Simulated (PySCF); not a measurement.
# H4N2Pb (Pb(NH2)22+): the cost of one run

The runs use PySCF 2.14.0; TPSS, Pb def2-SVP with ECP60, N def2-SVP, H def2-SVP; scalar-relativistic core potentials, no spin–orbit coupling.

2 further runs of the same task are left out: 2 for a known fault of the program.

## 1. The system as given

7 atoms, charge 2, spin multiplicity 1.

Bond lengths: Pb1–N2 2.200 Å, Pb1–N5 2.200 Å, N2–H3 1.047 Å, N2–H4 1.048 Å, N5–H6 1.048 Å, N5–H7 1.047 Å. Angles: N2–Pb1–N5 129.4°, Pb1–N2–H3 112.7°, Pb1–N2–H4 112.4°, H3–N2–H4 106.8°, Pb1–N5–H6 112.8°, Pb1–N5–H7 112.5°, H6–N5–H7 106.7°.

As a file:

```
atom    x (Å)    y (Å)    z (Å)
 Pb1   0.0355   0.7407   0.0132
  N2   0.1351  -0.2353   1.9826
  H3   0.6541   0.3361   2.6906
  H4  -0.8148  -0.4235   2.3835
  N5  -0.0636  -0.1630  -1.9899
  H6   0.8832  -0.3288  -2.4086
  H7  -0.5952   0.4284  -2.6713
```

Formal oxidation states: Pb +4. An earlier session relaxed this geometry at TPSS, Pb def2-SVP with ECP60, N def2-SVP, H def2-SVP (singlet, point group C2).

Its energy there is -303.844827 Eh.

## 2. Multiplicity 3 at the relaxed geometry

File run.py (the lines that set the calculation):

```python
mol = gto.M(atom='''
Pb     0.03553     0.74072     0.01317
N      0.13505    -0.23533     1.98260
H      0.65410     0.33611     2.69058
H     -0.81476    -0.42352     2.38347
N     -0.06357    -0.16301    -1.98991
H      0.88324    -0.32876    -2.40861
H     -0.59518     0.42839    -2.67130''',
    basis={'Pb': 'def2-SVP', 'N': 'def2-SVP', 'H': 'def2-SVP'},
    ecp={'Pb': 'def2-SVP'},
    charge=2, spin=2)
mf = dft.UKS(mol, xc='TPSS')
mf.grids.atom_grid = (50, 194)
mf = mf.density_fit()  # fitting sets: Pb def2-universal-JKFIT, N def2-universal-JKFIT, H def2-universal-JKFIT
mf.conv_tol = 1e-08; mf.max_cycle = 55
mf.kernel(dm0)  # dm0: free metal ions and neutral atoms
```

Launch:

```console
> OMP_NUM_THREADS=2 python run.py
```

**Question.** How long does this run take on 2 threads of Intel Xeon at 2.50GHz (Skylake/Cascade Lake), shared host?

About 12 s.
